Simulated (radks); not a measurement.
# The Coulomb parameter U of the 5d shell of Pt

The task here is to estimate one member of a computed series from the others.

Program: radks (a radial shooting solver on a logarithmic mesh, Libxc functionals) version 1. Level of theory: Dirac Kohn-Sham, PBE, spin-unpolarised, spherical densities, finite nucleus; open shells are shared between the two j in proportion to 2j + 1. These are calculated values, not measurements, unless marked.

### The atom as given

```
element            : platinum (Z = 78)
charge             : 0
electrons          : 78
configuration      : [Xe] 4f14 5d9 6s1
nuclear rms radius : 5.427 fm
```

The outer shells:

Pt
```
[Xe] core
4f [↑↓][↑↓][↑↓][↑↓][↑↓][↑↓][↑↓]
5d [↑↓][↑↓][↑↓][↑↓][↑ ]
6s [↑ ]
```

The first run:

The run's settings:

```text
Z 78
configuration [Xe] 4f14 5d9 6s1
relativity Dirac
functional pbe,pbe
spin unpolarised
j_filling average
nucleus finite rms 5.427 fm
c 137.035999084
```

Among the steps run: Start: [Xe] 4f14 5d9 6s1.

One table of the session follows, with a row left open; its other results are not shown here.

It belongs to the step «Start: [Xe] 4f14 5d9 6s1». Radial moments (bohr):

```
level     <r>  outermost maximum (interpolated)  90 % within  nodes
5s1/2  0.9536                             0.870         1.37      4
4f5/2       ?                                 ?            ?      ?
4f7/2  0.5199                             0.387        0.840      0
5p1/2   1.035                             0.922         1.50      3
5p3/2   1.136                              1.00         1.65      3
5d3/2   1.648                              1.24         2.62      2
6s1/2   2.934                              2.38         4.43      5
5d5/2   1.738                              1.28         2.79      2
```

Estimate the missing values for 4f5/2.

**Answer.** <r>: 0.5126; outermost maximum (interpolated): 0.383; 90 % within: 0.827; nodes: 0. In the column «<r>» it is the lowest.
